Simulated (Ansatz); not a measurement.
**RbNa2NiO2 under changes of volume**

One of the cells (17.476 Å³/atom); the others are scaled copies at fixed shape and fractional positions:

```
CELL_PARAMETERS angstrom
-2.32361 2.32361 4.85528
2.32361 -2.32361 4.85528
2.32361 2.32361 -4.85528
ATOMIC_POSITIONS crystal
Rb 0.00000 0.00000 0.00000
Ni 0.50000 0.50000 0.00000
Na 0.75000 0.25000 0.50000
Na 0.25000 0.75000 0.50000
O 0.31712 0.31712 0.00000
O 0.68288 0.68288 0.00000
```

The cell comes from a database or a generator and needn't be the stable form of this composition.

```yaml
Program: Ansatz 0.2.0
Functional: PBE
Potentials_or_basis: Ansatz PAW
Cutoff: "420 eV (not typed: the program's choice for these potentials)"
k_mesh: 8 × 8 × 8
Occupations: fermi-dirac, width 0.05 eV
Spin: collinear spin, ferromagnetic start
Starting_moments: "[0.0, 1.0, 0.0, 0.0, 0.0, 0.0] μB"
```

| volume (Å³/atom) | energy over the lowest point (meV/atom) | pressure (GPa) | largest force (eV/Å) |
| --- | --- | --- | --- |
| 16.428 | 13.12 | 4.0 | 0.657 |
| 16.777 | 5.97 | 2.6 | 0.404 |
| 17.127 | ? | ? | ? |
| 17.476 | 0.00 | 0.3 | 0.043 |
| 17.826 | 0.61 | -0.7 | 0.239 |
| 18.175 | 3.32 | -1.7 | 0.419 |
| 18.525 | 7.87 | -2.5 | 0.585 |

Q: What does the run at 17.127 Å³/atom give?

A: Energy over the lowest point 1.70 meV/atom; pressure 1.4 GPa; largest force 0.171 eV/Å.

Worked out: A Birch-Murnaghan fit of order 3 (a polynomial in V^(-2/3)) to the other rows has its minimum at 17.55 Å³/atom with B0 = V·E''(V) = 52 GPa and B' = 4.5 at fixed shape and positions, which overstates the stiffness. It gives 1.69 meV/atom at 17.127 Å³/atom, against the run's 1.70, and -dE/dV = 1.3 GPa, against 1.4.

Energies are extrapolated to zero smearing.

Caveats: a cell with one magnetic atom can't hold antiferromagnetic order, which such compounds often take.
